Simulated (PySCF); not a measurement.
# C₂H₆BNO: electronic excitations and core binding energies

Wanted: the electronic excitations and core binding energies of C₂H₆BNO (`C#C[B@H-]([NH3+])O`), by calculation.

The runs use PySCF 2.14.0, with density-fitted response routines of our own; the level of theory stands in each step. All values are computed, except where a source is named. Atoms count from 0, in the outputs and in this text.

### 1 Starting geometry

11 atoms, charge 0, multiplicity 1; geometry from: GFN2-xTB.

Bonds of the start (Å): C0–C1 1.20, C1–B2 1.56, B2–N3 1.82, B2–O4 1.41, C0–H5 1.05, B2–H6 1.19, N3–H7 1.01, N3–H8 1.01, N3–H9 1.01, O4–H10 0.96.

### 2 Ultraviolet spectrum: CAM-B3LYP/def2-SVPD

What the job is given:

```
{"job": {"kind": "uv", "xc": "CAM-B3LYP", "basis": "def2-SVPD", "nstates": 8, "ntriplets": 3}, "charge": 0, "multiplicity": 1}
C      1.932242    -1.329263     0.349989
C      0.917663    -0.853853    -0.084607
B     -0.440376    -0.297023    -0.599640
N     -0.403139     1.388364     0.075433
O     -1.616476    -0.845341    -0.059499
H      2.833800    -1.739625     0.706911
H     -0.521811    -0.077589    -1.762662
H      0.340051     1.912032    -0.368379
H     -0.257166     1.344661     1.076803
H     -1.308483     1.790265    -0.134071
H     -1.470881    -1.289958     0.773759
```

Level: TDDFT CAM-B3LYP/def2-SVPD, vertical, gas phase, core orbitals frozen in the response.

The run is started by

```bash
> OMP_NUM_THREADS=1 python probes_run.py task.json out
```

One launch serves the whole session: the jobs run in the order shown.

Standard output:

```text
coarse grid: 9128 points
cycle   1  E = -234.2168322495  dE =  5.214e-01  |g| = 7.181e-01  |ddm| = 1.044e+01
cycle   2  E = -234.1701643614  dE =  4.667e-02  |g| = 9.219e-01  |ddm| = 2.228e+00
cycle   3  E = -234.3308579774  dE = -1.607e-01  |g| = 8.625e-02  |ddm| = 9.800e-01
cycle   4  E = -234.3323905194  dE = -1.533e-03  |g| = 3.064e-02  |ddm| = 2.521e-01
cycle   5  E = -234.3325857986  dE = -1.953e-04  |g| = 1.497e-02  |ddm| = 1.069e-01
cycle   6  E = -234.3326386562  dE = -5.286e-05  |g| = 3.422e-03  |ddm| = 2.560e-02
cycle   7  E = -234.3326415725  dE = -2.916e-06  |g| = 7.630e-04  |ddm| = 1.024e-02
final grid: 88056 points
cycle   8  E = -234.3775530331  dE = -3.298e-05  |g| = 3.418e-03  |ddm| = 1.352e-01
cycle   9  E = -234.3775533288  dE = -2.956e-07  |g| = 3.526e-03  |ddm| = 1.676e-02
cycle  10  E = -234.3775557625  dE = -2.434e-06  |g| = 3.618e-04  |ddm| = 3.853e-03
cycle  11  E = -234.3775557852  dE = -2.272e-08  |g| = 2.626e-04  |ddm| = 1.053e-03
cycle  12  E = -234.3775558017  dE = -1.652e-08  |g| = 7.997e-05  |ddm| = 5.074e-04
cycle  13  E = -234.3775558034  dE = -1.714e-09  |g| = 1.955e-05  |ddm| = 1.693e-04
cycle  14  E = -234.3775558036  dE = -1.374e-10  |g| = 8.885e-06  |ddm| = 4.974e-05
converged SCF energy = -234.3775558036

Static polarisability (au): isotropic 53.737, principal 45.554 48.985 66.672

Singlet excitations
state   eV       nm        f      main configurations
  1   6.2778    197.5   0.00480   H->L+1 0.24, H->L+4 0.18, H->L 0.15
  2   6.5620    188.9   0.00670   H->L+1 0.19, H->L+5 0.18, H->L 0.17
  3   6.5772    188.5   0.03999   H-1->L 0.27, H->L 0.24, H-1->L+5 0.13
  4   6.8308    181.5   0.06220   H->L 0.29, H-2->L 0.17, H-1->L+1 0.14
  5   7.1574    173.2   0.04325   H-1->L 0.45, H-1->L+2 0.27, H-1->L+4 0.12
  6   7.2192    171.7   0.02112   H-2->L 0.61, H->L+2 0.15
  7   7.6994    161.0   0.03504   H-2->L+1 0.30, H-3->L 0.24, H->L+1 0.20
  8   7.8451    158.0   0.03436   H-3->L 0.60, H-2->L+1 0.17

Triplet excitations (Tamm-Dancoff, eV): 5.2972 5.7357 5.7765
```

Wall time 15 s (1 thread of Arm Neoverse V1, shared host); peak memory 0.63 GiB.

The orbitals next to the gap, with their largest atomic shares:

| orbital | eV | atoms |
| --- | --- | --- |
| HOMO−3 | -10.28 | O4 41 %, B2 20 %, C1 14 % |
| HOMO−2 | -9.59 | O4 53 %, N3 11 %, C1 9 % |
| HOMO−1 | -9.05 | C0 42 %, C1 41 %, O4 6 % |
| HOMO | -8.81 | C0 34 %, C1 32 %, B2 10 % |
| LUMO | 0.52 | B2 28 %, H8 14 %, N3 13 % |
| LUMO+1 | 1.61 | O4 21 %, C0 17 %, B2 15 % |
| LUMO+2 | 2.03 | C0 40 %, H5 14 %, C1 10 % |

With each of the 8 states as a Gaussian band of 0.4 eV half-width at 1/e, the curve within the window shown has maxima at 180 nm (ε 5,100) L/(mol cm). Beyond the last state computed it falls off for lack of states. The curve at chosen wavelengths:

(nm, ε (L/mol/cm)): (152, 1211), (155, 2115), (157, 2637), (160, 3087), (163, 3217), (165, 3288), (168, 3566), (170, 3875), (173, 4405), (176, 4847), (178, 5025), (181, 5062), (184, 4801), (186, 4469), (189, 3788), (192, 2992), (194, 2460), (197, 1733), (200, 1147), (202, 843), (205, 509), (207, 354), (210, 198), (213, 106), (215, 69), (218, 35)

Further results of this job:

| property | computed |
| --- | --- |
| dipole moment (D) | 4.65 |
| polarisability (Å³) | 7.96 |
| HOMO–LUMO gap (eV) | 9.33 |
| −ε(HOMO) (eV) | 8.81 |

### 3 X-ray photoelectron lines: SCAN, X2C

Settings changed since step 2:

```diff
@@ -1,2 +1,2 @@
-{"job": {"kind": "uv", "xc": "CAM-B3LYP", "basis": "def2-SVPD", "nstates": 8, "ntriplets": 3}, "charge": 0, "multiplicity": 1}
+{"job": {"kind": "xps"}, "charge": 0, "multiplicity": 1}
 C      1.932242    -1.329263     0.349989
```

Method: delta-SCF UKS SCAN, pcX-2 on the ionised atom, pcseg-1 elsewhere, spin-free X2C.

Standard output:

```text
ground state, core basis on atom 0 (C), 131 functions
  cycle   1  E = -234.47879043  |g| = 7.97e-01
  cycle   2  E = -234.20514167  |g| = 1.38e+00
  cycle   3  E = -234.60544741  |g| = 2.63e-01
  cycle   4  E = -234.62032141  |g| = 1.09e-01
  cycle   5  E = -234.62208005  |g| = 6.93e-02
  cycle   6  E = -234.62329834  |g| = 8.63e-03
  cycle   7  E = -234.62331517  |g| = 3.26e-03
  cycle   8  E = -234.62331842  |g| = 9.63e-04
  cycle   9  E = -234.62331859  |g| = 2.86e-04
  E(ground) = -234.63447122 Eh
hole in C 1s of atom 0
  cycle   1  E = -223.40684956  |g| = 1.50e+00
  cycle   2  E = -220.77322471  |g| = 2.57e+00
  cycle   3  E = -223.65982937  |g| = 8.49e-01
  cycle   4  E = -223.85588742  |g| = 5.37e-01
  cycle   5  E = -223.94138197  |g| = 2.75e-01
  cycle   6  E = -223.97649299  |g| = 5.04e-02
  cycle   7  E = -223.97801818  |g| = 1.95e-02
  cycle   8  E = -223.97834482  |g| = 1.23e-02
  cycle   9  E = -223.97852827  |g| = 7.12e-03
  cycle  10  E = -223.97862410  |g| = 4.77e-03
  cycle  11  E = -223.97866630  |g| = 1.44e-03
  cycle  12  E = -223.97866939  |g| = 4.83e-04
  E(ion) = -223.98935048 Eh   <S^2> = 0.8278   hole on atom = 1.000   binding energy = 289.668 eV
ground state, core basis on atom 1 (C), 131 functions
  cycle   1  E = -234.62279150  |g| = 6.90e-02
  cycle   2  E = -234.61992568  |g| = 1.12e-01
  cycle   3  E = -234.62278018  |g| = 4.06e-02
  cycle   4  E = -234.62321714  |g| = 4.77e-03
  cycle   5  E = -234.62322346  |g| = 1.15e-03
  cycle   6  E = -234.62322265  |g| = 2.36e-04
  E(ground) = -234.63448575 Eh
hole in C 1s of atom 1
  cycle   1  E = -223.41939056  |g| = 1.51e+00
  cycle   2  E = -222.43556653  |g| = 1.96e+00
  cycle   3  E = -223.66870299  |g| = 8.31e-01
  cycle   4  E = -223.92268167  |g| = 3.18e-01
  cycle   5  E = -223.97443680  |g| = 1.07e-01
  cycle   6  E = -223.98014200  |g| = 4.68e-02
  cycle   7  E = -223.98119938  |g| = 1.70e-02
  cycle   8  E = -223.98155637  |g| = 1.15e-02
  cycle   9  E = -223.98178710  |g| = 7.59e-03
  cycle  10  E = -223.98194332  |g| = 4.15e-03
  cycle  11  E = -223.98197904  |g| = 1.81e-03
  cycle  12  E = -223.98198340  |g| = 5.47e-04
  cycle  13  E = -223.98198377  |g| = 1.93e-04
  E(ion) = -223.99219370 Eh   <S^2> = 0.8557   hole on atom = 1.000   binding energy = 289.592 eV
ground state, core basis on atom 2 (B), 131 functions
  cycle   1  E = -234.61426373  |g| = 5.63e-02
  cycle   2  E = -234.61295002  |g| = 7.87e-02
  cycle   3  E = -234.61417322  |g| = 3.97e-02
  cycle   4  E = -234.61458000  |g| = 9.90e-03
  cycle   5  E = -234.61460037  |g| = 2.59e-03
  cycle   6  E = -234.61460191  |g| = 3.09e-04
  E(ground) = -234.62647429 Eh
hole in B 1s of atom 2
  cycle   1  E = -227.01763669  |g| = 1.18e+00
  cycle   2  E = -226.08371888  |g| = 1.69e+00
  cycle   3  E = -227.23437178  |g| = 5.78e-01
  cycle   4  E = -227.32091987  |g| = 4.21e-01
  cycle   5  E = -227.41215973  |g| = 9.81e-02
  cycle   6  E = -227.41717327  |g| = 2.40e-02
  cycle   7  E = -227.41738362  |g| = 1.47e-02
  cycle   8  E = -227.41747185  |g| = 7.55e-03
  cycle   9  E = -227.41751010  |g| = 2.64e-03
  cycle  10  E = -227.41752036  |g| = 2.20e-03
  cycle  11  E = -227.41752621  |g| = 1.03e-03
  cycle  12  E = -227.41753047  |g| = 4.66e-04
  E(ion) = -227.43060429 Eh   <S^2> = 0.7719   hole on atom = 1.000   binding energy = 195.810 eV
ground state, core basis on atom 3 (N), 131 functions
  cycle   1  E = -234.63156382  |g| = 7.23e-02
  cycle   2  E = -234.63155793  |g| = 1.28e-02
  cycle   3  E = -234.63151926  |g| = 1.82e-02
  cycle   4  E = -234.63159080  |g| = 4.39e-03
  cycle   5  E = -234.63159627  |g| = 1.13e-03
  cycle   6  E = -234.63159569  |g| = 1.48e-04
  E(ground) = -234.63991252 Eh
hole in N 1s of atom 3
  cycle   1  E = -218.98435623  |g| = 1.85e+00
  cycle   2  E = -214.66694488  |g| = 2.96e+00
  cycle   3  E = -219.27547834  |g| = 7.73e-01
  cycle   4  E = -219.56910488  |g| = 4.04e-01
  cycle   5  E = -219.56964180  |g| = 4.14e-01
  cycle   6  E = -219.66261795  |g| = 8.15e-02
  cycle   7  E = -219.66590574  |g| = 1.50e-02
  cycle   8  E = -219.66599169  |g| = 8.15e-03
  cycle   9  E = -219.66601751  |g| = 3.56e-03
  cycle  10  E = -219.66602271  |g| = 1.04e-03
  cycle  11  E = -219.66602322  |g| = 2.77e-04
  E(ion) = -219.67394732 Eh   <S^2> = 0.7643   hole on atom = 1.000   binding energy = 407.245 eV
ground state, core basis on atom 4 (O), 131 functions
  cycle   1  E = -234.64904163  |g| = 9.53e-02
  cycle   2  E = -234.64864876  |g| = 5.70e-02
  cycle   3  E = -234.64858364  |g| = 5.90e-02
  cycle   4  E = -234.64918284  |g| = 1.13e-02
  cycle   5  E = -234.64921641  |g| = 1.51e-03
  cycle   6  E = -234.64921711  |g| = 4.11e-04
  E(ground) = -234.65603614 Eh
hole in O 1s of atom 4
  cycle   1  E = -214.08147018  |g| = 2.22e+00
  cycle   2  E = -213.23786692  |g| = 2.31e+00
  cycle   3  E = -214.70633791  |g| = 6.04e-01
  cycle   4  E = -214.67585872  |g| = 5.92e-01
  cycle   5  E = -214.86470045  |g| = 2.03e-01
  cycle   6  E = -214.88744187  |g| = 3.88e-02
  cycle   7  E = -214.88820254  |g| = 7.27e-03
  cycle   8  E = -214.88822637  |g| = 3.69e-03
  cycle   9  E = -214.88823339  |g| = 1.74e-03
  cycle  10  E = -214.88823415  |g| = 7.21e-04
  cycle  11  E = -214.88823611  |g| = 3.20e-04
  E(ion) = -214.89710774 Eh   <S^2> = 0.7615   hole on atom = 1.000   binding energy = 537.668 eV
```

It took 26 s on 1 thread of Arm Neoverse V1, shared host; peak memory 0.43 GiB.

Binding energies by hole, beside the orbital energy of the ground state; the difference holds orbital relaxation and, for a density functional, its self-interaction error:

| hole | stands for | environment | ΔSCF (eV) | −ε (eV) | ⟨S²⟩ |
| --- | --- | --- | --- | --- | --- |
| C1s on C0 | C0 | terminal alkyne carbon | 289.67 | 272.8 | 0.828 |
| C1s on C1 | C1 | alkyne carbon | 289.59 (doubtful) | 272.5 | 0.856 |
| B1s on B2 | B2 | boron bonded to C, N, O, H | 195.81 | 179.8 | 0.772 |
| N1s on N3 | N3 | donor nitrogen of a Lewis adduct | 407.24 | 387.6 | 0.764 |
| O1s on O4 | O4 | oxygen bonded to B, H | 537.67 | 515.7 | 0.762 |

Doubtful: the ion did not converge, its hole moved, or its ⟨S²⟩ is well above 0.75.

### 4 What came out

| quantity | value |
| --- | --- |
| lowest singlet (CAM-B3LYP/def2-SVPD) | 6.28 eV (197 nm), f = 0.005 |
| brightest single state of those computed | state 4, 6.83 eV, f = 0.062 |
| lowest triplet | 5.30 eV |
| C1s binding energies, SCAN/pcX-2 (standing for 1 of 2 atoms) | C0 289.67 eV |
| B1s binding energies, SCAN/pcX-2 | B2 195.81 eV |
| N1s binding energies, SCAN/pcX-2 | N3 407.24 eV |
| O1s binding energies, SCAN/pcX-2 | O4 537.67 eV |

The lowest singlet, at 6.28 eV, is HOMO→LUMO+1 0.24, HOMO→LUMO+4 0.18 and is weak; of the 8 states computed, the strongest absorption comes from state 4 at 6.83 eV (the last state computed is bright too, and its partners may lie past the list). The lowest triplet lies 0.98 eV below the lowest singlet (triplets in Tamm-Dancoff, singlets in full TDDFT).
